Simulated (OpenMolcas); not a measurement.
# Ni⁴⁺ among point charges: CASSCF and CASPT2 levels and susceptibility

How does a field of 4 point charges split the states of Ni⁴⁺, and what χT follows?

The numbers are computed with OpenMolcas 26.06 (state-averaged CASSCF and CASPT2, spin-orbit coupling by RASSI with atomic mean-field integrals), except any that are marked as measured or tabulated.

## (1) Starting point

- Species: Ni⁴⁺ (nickel, Z = 28, 24 electrons)
- Basis: ANO-RCC-VDZP [5s4p2d1f], 34 functions
- Scalar Hamiltonian: DKH2, point nucleus
- Inactive shells: 1s 2s 2p 3s 3p
- Active space: 6 electrons in 5 orbitals (3d)
- Some configurations of this space: 3d6
- Orbitals: optimised for each spin and parity, averaged over all roots

The outer shells:

3d6
```
3d [↑↓][↑ ][↑ ][↑ ][↑ ]
```

The ion sits among 4 point charges of -1.5 e arranged as a tetrahedron (Td), 2.16 Å from the ion.

Each step is its own input file, run in one work folder so that later steps find the files of earlier ones. Labels, J, g values, rates, χT and fits are worked out afterwards by a script from the matrices that RASSI stores.

## (2) One- and two-electron integrals

Contents of a.inp:

```
&GATEWAY
Coord
1

Ni 0.0 0.0 0.0
Basis=ANO-RCC-VDZP
Group=NoSym
NoMove
AngMom=0.0 0.0 0.0
AMFI
XField
4 Angstrom 0
1.247077 1.247077 1.247077 -1.500000
1.247077 -1.247077 -1.247077 -1.500000
-1.247077 1.247077 -1.247077 -1.500000
-1.247077 -1.247077 1.247077 -1.500000
&SEWARD
```

Started as:

```bash
$ OMP_NUM_THREADS=1 MOLCAS_MEM=1689 MOLCAS_PROJECT=a pymolcas a.inp > a.log
```

## (3) CASSCF: quintets, 5 roots

Contents of a.inp:

```
&RASSCF
FileOrb=start.orb
Symmetry=1
Spin=5
nActEl=6 0 0
Inactive=9
Ras2=5
CIRoot=5 5 1
SDav=5
CIMx=300
Iter=120 100
PrWF=0.3
OrbListing=Nothing
MaxOrb=0
>>> COPY $Project.JobIph JOB001
```

start.orb holds the contracted functions of the basis, ordered by shell, or the orbitals of the step before.

## (4) CASSCF: triplets, 45 roots

Contents of a.inp:

```
&RASSCF
FileOrb=start.orb
Symmetry=1
Spin=3
nActEl=6 0 0
Inactive=9
Ras2=5
CIRoot=45 45 1
SDav=45
CIMx=300
Iter=120 100
PrWF=0.3
OrbListing=Nothing
MaxOrb=0
>>> COPY $Project.JobIph JOB002
```

## (5) Reference wave functions, singlets, 50 roots

Contents of a.inp:

```
&RASSCF
FileOrb=start.orb
Symmetry=1
Spin=1
nActEl=6 0 0
Inactive=9
Ras2=5
CIRoot=50 50 1
SDav=50
CIMx=300
Iter=120 100
PrWF=0.3
OrbListing=Nothing
MaxOrb=0
>>> COPY $Project.JobIph JOB003
```

## (6) RASSI: spin-orbit coupling between the states

Contents of a.inp:

```
&RASSI
NrOfJobIphs=3 5 45 50
1 2 3 4 5
1 2 3 4 5 6 7 8 9 10 11 12 13 14 15 16 17 18 19 20 21 22 23 24 25 26 27
28 29 30 31 32 33 34 35 36 37 38 39 40 41 42 43 44 45
1 2 3 4 5 6 7 8 9 10 11 12 13 14 15 16 17 18 19 20 21 22 23 24 25 26 27
28 29 30 31 32 33 34 35 36 37 38 39 40 41 42 43 44 45 46 47 48 49 50
IphNames
JOB001
JOB002
JOB003
EJob
SpinOrbit
DIPRint=1.0
SOCoupling=1000.0
Subsets=2
Property=9
'ANGMOM' 1 'ANGMOM' 2 'ANGMOM' 3 'MLTPL  1' 1 'MLTPL  1' 2 'MLTPL  1' 3
'AMFI' 1 'AMFI' 2 'AMFI' 3
SOProperty=3
'ANGMOM' 1 'ANGMOM' 2 'ANGMOM' 3
```

## (7) CASPT2: IPEA 0.25, imaginary shift 0.1 (closed shells correlated: 3s 3p)

Contents of a.inp:

```
>>> COPY JOB001 $Project.JobIph
&CASPT2
Multistate=5 1 2 3 4 5
NoMult
Frozen=5
IPEA=0.25
Imaginary=0.1
MaxIter=60
WThr=0.0 0.3 0.05
PrWF=0.5
NoMix
>>> COPY JOB002 $Project.JobIph
&CASPT2
Multistate=45 1 2 3 4 5 6 7 8 9 10 11 12 13 14 15 16 17 18 19 20 21 22
23 24 25 26 27 28 29 30 31 32 33 34 35 36 37 38 39 40 41 42 43 44 45
NoMult
Frozen=5
IPEA=0.25
Imaginary=0.1
MaxIter=60
WThr=0.0 0.3 0.05
PrWF=0.5
NoMix
>>> COPY JOB003 $Project.JobIph
&CASPT2
Multistate=50 1 2 3 4 5 6 7 8 9 10 11 12 13 14 15 16 17 18 19 20 21 22
23 24 25 26 27 28 29 30 31 32 33 34 35 36 37 38 39 40 41 42 43 44 45 46
47 48 49 50
NoMult
Frozen=5
IPEA=0.25
Imaginary=0.1
MaxIter=60
WThr=0.0 0.3 0.05
PrWF=0.5
NoMix
```

(Steps that only read results are left out.)

What does the calculation give? Wanted: spin-free ground state; first state of the same spin within the active space; lowest level; next level.

**Answer**, as computed:

| quantity | value |
| --- | --- |
| method | SS-CASPT2, IPEA 0.25, imaginary shift 0.1 (closed shells correlated: 3s 3p) |
| spin-free ground state | 5E, 2-fold in its orbital part |
| first state of the same spin within the active space | 5T2 at 585 cm⁻¹ |
| lowest level | 1-fold A1 |
| next level | 42.9 cm⁻¹ |
| χT at 300 K | 5.45 cm³ K/mol |
| effective moment at 300 K | 6.60 μB |

Cost by method:

```tsv
method	time of its own steps	time with the reference
A. CASSCF	25 s	25 s
B. SS-CASPT2, IPEA 0.25, imaginary shift 0.1, +3s 3p	8.9 s	34 s
```

Times are of one thread on a shared host.

**Reading.** The spin-free ground state (5E) comes to 100 % from free-ion D terms and keeps the highest spin of the shell. χT at 300 K is 5.45, against 3.01 cm³ K/mol for the spin alone, so orbital moment adds to it. An active space of the d shell alone favours high spin; real ions in strong fields can be low spin. CASPT2 does not keep the components of a term degenerate, and the means are used. An orbital doublet at a regular site is open to a Jahn-Teller distortion, which this geometry leaves out. The field of point charges can differ much from that of real complexes. Point charges carry no covalency, so the field is a model and not that of real ligands.
